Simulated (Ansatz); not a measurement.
# AgB2, space group P6/mmm: a surface slab

Computed with Ansatz 0.2.0 through its Python package.

Contents of `agb2.cif`:
```cif
data_AgB2
_cell_length_a 3.026804
_cell_length_b 3.026804
_cell_length_c 4.063922
_cell_angle_alpha 90.00000
_cell_angle_beta 90.00000
_cell_angle_gamma 120.00000
_symmetry_space_group_name_H-M 'P 1'
_symmetry_Int_Tables_number 1
loop_
_symmetry_equiv_pos_as_xyz
'x, y, z'
loop_
_atom_site_label
_atom_site_type_symbol
_atom_site_fract_x
_atom_site_fract_y
_atom_site_fract_z
Ag1 Ag    0.000000    0.000000    0.000000
B2 B    0.333333    0.666667    0.500000
B3 B    0.666667    0.333333    0.500000
```

`run_slab.py`
```python
'''A surface of AgB2: energy and work function.'''

import argparse

import ansatz as az
from ase.build import surface
from ase.io import read
import numpy as np

parser = argparse.ArgumentParser(description='A surface of AgB2: energy and work function.')
parser.add_argument('--occupations', required=True, help='how the bands are filled')
args = parser.parse_args()


def main() -> None:
    atoms = read('agb2.cif')
    # Miller indices count the vectors of the cell as typed
    slab = surface(atoms, (1, 0, 0), 3, vacuum=7.0)
    slab.pbc = True

    print(slab.get_chemical_formula(), 'area {:.3f} A^2, cell height {:.2f} A'.format(np.linalg.norm(np.cross(slab.cell[0], slab.cell[1])), slab.cell[2, 2]))


    def common(structure):
        return (
            az.Crystal.from_ase(structure).calculation()
            .basis(35 * az.Ry)
            .occupations(args.occupations)
        )


    setup = (
        common(slab)
        .kpoints(6, 4, 1)
        .electric_field(axis=3, dipole_correction=True)
        .potential()
        .forces()
    )
    result = setup.run()
    data = result.report

    print(f'slab free energy {data["free_energy_ev"]:.4f} eV, Fermi level {data["fermi_energy_ev"]:.3f} eV')
    face = data['work_function']
    print('work function (eV), upper and lower face:', *(round(face[k], 3) for k in ('phi_plus_ev', 'phi_minus_ev') if face.get(k) is not None))
    print(f'dipole {face["dipole_moment_e_ang"]:+.4f} e A')

    v = result.potential()
    profile = (v.v_es_ev + (0 if v.v_field_ev is None else v.v_field_ev)).mean(axis=(0, 1))
    height = result.lattice.cell_ang[2][2]
    print('z (A)   planar potential less the Fermi level (eV)')
    for i in range(0, len(profile), max(len(profile) // 24, 1)):
        print(f'{i * height / len(profile):6.2f} {profile[i] - data["fermi_energy_ev"]:9.3f}')


if __name__ == '__main__':
    main()
```

```console
$ python run_slab.py --occupations fermi_dirac
Ag3B6 area 12.301 A^2, cell height 20.99 A
DeckWarning: the atoms were moved onto the symmetric positions of the space group found under crystal.symmetry.tolerance 1.0e-5 (fractional; no operation is sought that the atoms, as they stand in a round, miss by more than twice it, and no atom is moved by as much as it), and the run uses the moved positions. Before [...]
RunWarning: The input density's exchange-correlation potential varies sharply where the density is thin. Do not read a vacuum level from v_tot or v_xc, or from such a field of the output density. On a cell that repeats whose density bears no net charge and no dipole along the vacuum's axis use v_es (v_loc + v_h of the [...]
slab free energy -23699.7084 eV, Fermi level 2.285 eV
work function (eV), upper and lower face: 4.157 4.511
dipole +0.0240 e A
z (A)   planar potential less the Fermi level (eV)
  0.00     4.334
  0.84     4.476
  1.68     4.511
  2.52     4.510
  3.36     4.508
  4.20     4.487
  5.04     4.328
  5.88     2.987
  6.72    -4.951
  7.56    -7.586
  8.40    -4.713
  9.24    -7.469
 10.08    -7.606
 10.91    -4.667
 11.75    -7.744
 12.59    -7.446
 13.43    -4.318
 14.27    -1.621
 15.11     3.530
 15.95     4.092
 16.79     4.150
 17.63     4.156
 18.47     4.157
 19.31     4.157
 20.15     4.193
```
(Warnings from the package without file and line, shortened.)

Reading the output:
- Total energies depend on the potentials; only differences at equal settings carry meaning. A total without «per atom» is that of the cell as typed.
- For a metal this k-point mesh is coarse: on a finer one energies can move by several to tens of meV an atom and pressures by half a GPa or more, differences at one mesh by less.
- Only differences from the Fermi energy are physical; the zero of the scale is a convention.
- No functional is typed, so the default, PBE, holds.
- This cell is a computed structure, which may not be the phase found in nature.
- The slab is thin and cut from the structure as given; a cut can leave two unlike or polar faces, and the surface energy is then their mean. Miller indices refer to the vectors of the cell as typed, and the lattice isn't relaxed for this functional, so relaxation and surface energy can hold strain.
- Hardware and time: 16 s on 1 thread of Arm Neoverse V2, on a shared host, peak memory 0.59 GiB.
